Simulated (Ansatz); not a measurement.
# LuVO4 (I4_1/a): energy and pressure against volume

One table from this session's results is given with a row withheld; the runs are named, their logs left out.

Computed with Ansatz 0.2.0 (DFT PBEsol, scalar-relativistic, plane waves, PAW, unless a step's input says otherwise).

## The system as given

It takes space group I4_1/a (No. 88, tetragonal). Conventional cell: a = 4.954 Å, b = 4.954 Å, c = 10.939 Å, α = 90.00°, β = 90.00°, γ = 90.00°. Around Lu (site symmetry -4) lie 8 O at 2.29 to 2.32 Å. V (site symmetry -4) is surrounded by 4 O at 1.72 Å. O (site symmetry 1) is surrounded by 1 V at 1.72 Å and 2 Lu at 2.29 to 2.32 Å.

As a file:

```cif
data_structure
_symmetry_space_group_name_H-M 'I4_1/a:1'
_symmetry_Int_Tables_number 88
_cell_length_a 4.9537
_cell_length_b 4.9537
_cell_length_c 10.9393
_cell_angle_alpha 90.000
_cell_angle_beta 90.000
_cell_angle_gamma 90.000
_cell_volume 268.44
loop_
_atom_site_label
_atom_site_type_symbol
_atom_site_symmetry_multiplicity
_atom_site_Wyckoff_symbol
_atom_site_fract_x
_atom_site_fract_y
_atom_site_fract_z
_atom_site_occupancy
Lu1 Lu 4 b 0.50000 0.50000 0.00000 1
V1 V 4 a 0.00000 0.00000 0.00000 1
O1 O 16 f 0.74319 0.84932 0.08168 1
```

This cell comes from an earlier session at PBEsol: 11.185 Å³/atom at 0.01 GPa, on a 8×8×8 mesh.

Set-up of the first run:

Contents of input.yaml:

```yaml
crystal:
  lattice:
    - [-2.4433653063, 2.4433653063, 5.3957411601]
    - [2.4433653063, -2.4433653063, 5.3957411601]
    - [2.4433653063, 2.4433653063, -5.3957411601]
  atoms:
    - { symbol: Lu, position: [0.5, 0.5, 0.0] }
    - { symbol: Lu, position: [0.25, 0.75, 0.5] }
    - { symbol: V, position: [0.0, 0.0, 0.0] }
    - { symbol: V, position: [0.75, 0.25, 0.5] }
    - { symbol: O, position: [0.9309999267, 0.8248663408, 0.5925083857] }
    - { symbol: O, position: [0.5748663408, 0.4823579551, 0.3938664141] }
    - { symbol: O, position: [0.0884915411, 0.1809999267, 0.6061335859] }
    - { symbol: O, position: [0.2323579551, 0.3384915411, 0.4074916143] }
    - { symbol: O, position: [0.5176420449, 0.9115084589, 0.0925083857] }
    - { symbol: O, position: [0.6615084589, 0.0690000733, 0.8938664141] }
    - { symbol: O, position: [0.1751336592, 0.7676420449, 0.1061335859] }
    - { symbol: O, position: [0.8190000733, 0.4251336592, 0.9074916143] }
basis:
  ecutwfc: 420
  ecutrho_ratio: 4
kpoints:
  mp_grid: { grid: [8, 8, 8] }
hamiltonian:
  xc: pbesol
scf:
  occupations: { method: gaussian, width: 0.05 }
output:
  forces: true
  stress: true
  eigenvalues: true
relax:
  f_tol: 0.01
  max_steps: 40
  cell: { stress_tol: 0.1, fix: [volume] }
```

Started as:

```
ansatz run input.yaml --threads 4 --pin off --max-ram 10240MiB --backend cpu --events-out ev --progress --plain --runs-dir out
```

Steps of the session up to this table: Volume × 0.96; Volume × 1.04; Volume × 0.92; Volume × 0.88; Volume × 0.84; Volume × 0.8.

One table of the session follows, with a row left open; its other results are not shown here.

```
volume (Å³/atom)  energy above the lowest (meV/atom)  pressure (GPa)  gap on the mesh (eV)
           8.948                               330.0            56.7                  2.53
           9.395                               195.3            40.4                  2.57
           9.843                               101.7            27.1                  2.58
          10.290                                41.9            16.1                  2.57
          10.738                                   ?               ?                     ?
          11.185                                 0.0             0.0                  2.55
          11.632                                 8.4            -5.8                  2.54
```

Q: Estimate the row for volume (Å³/atom) = 10.738 from the others.

Worked estimate for «energy above the lowest (meV/atom)». A straight line through the neighbours (10.290, 41.9) and (11.185, 0.0) gives 41.9 + (0.0 − 41.9) × (10.738 − 10.290) / (11.185 − 10.290) = 20.9; a parabola fitted to 4 rows on both sides gives 9.5.

As computed: energy above the lowest (meV/atom): 9.7; pressure (GPa): 7.2; gap on the mesh (eV): 2.56. In «energy above the lowest (meV/atom)» the line misses by +11.2 and the parabola by -0.2.

Limits of these values: Other structures may be lower in enthalpy at these pressures.
